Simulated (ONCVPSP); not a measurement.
# Rb: the cost of one run

Program: ONCVPSP 4.0.1.1 (patched build). Reference atom: PBE, scalar-relativistic, spherical and spin-unpolarised. All values are calculated.

## 1. The atom and the settings

The settings as typed:

```
element                 : rubidium (Rb, Z = 37)
type                    : optimised norm-conserving Vanderbilt (ONCV)
frozen core             : [Kr]
valence charge          : 1
reference configuration : 4d0.5 5s0.5
partial waves           : 5s: rc 3.55 bohr, ncon 5, nbas 8, qcut 1.7 1/bohr, 2 projectors, debl 2 Ha; p scattering state at 0.12 Ha: rc 3.55 bohr, ncon 4, nbas 7, qcut 1.5 1/bohr, local; 4d: rc 4.00 bohr, ncon 4, nbas 7, qcut 2 1/bohr, 2 projectors, debl 2.1 Ha
local potential         : the p channel
core correction         : polynomial model core, fcfact 0.2
```

## 2. The generation run

Rb.dat reads:

```
# ATOM AND REFERENCE CONFIGURATION
# atsym  z   nc   nv     iexc    psfile
  Rb 37.00    8    2        4      upf
#
#   n    l    f
    1    0    2.00
    2    0    2.00
    2    1    6.00
    3    0    2.00
    3    1    6.00
    3    2   10.00
    4    0    2.00
    4    1    6.00
    4    2    0.50
    5    0    0.50
#
# PSEUDOPOTENTIAL AND OPTIMIZATION
# lmax
    2
#
#   l,   rc,      ep,       ncon, nbas, qcut
    0    3.55    0.00    5    8    1.70
    1    3.55    0.12    4    7    1.50
    2    4.00    0.00    4    7    2.00
#
# LOCAL POTENTIAL
# lloc, lpopt,  rc(5),   dvloc0
    1    5    3.55    0.00
#
# VANDERBILT-KLEINMAN-BYLANDER PROJECTORs
# l, nproj, debl
    0    2    2.00
    1    0    4.00
    2    2    2.10
#
# MODEL CORE CHARGE
# icmod, fcfact, rcfact
    1    0.20    0.00
#
# LOG DERIVATIVE ANALYSIS
# epsh1, epsh2, depsh
   -2.00    5.00    0.02
#
# OUTPUT GRID
# rlmax, drl
    6.00    0.01
#
# TEST CONFIGURATIONS
# ncnf
    4
# nvcnf
#   n    l    f
    2
    4    2    0.00
    5    0    1.00
#
    2
    4    2    0.00
    5    0    0.50
#
    3
    4    2    0.00
    5    0    0.00
    5    1    1.00
#
    2
    4    2    1.00
    5    0    0.00
#
```

The run is started by

```
oncvpsp.x < Rb.dat > Rb.out
```

**Question.** How long does this run take on 1 thread of Neoverse-N1, shared host?

About 6.3 s.
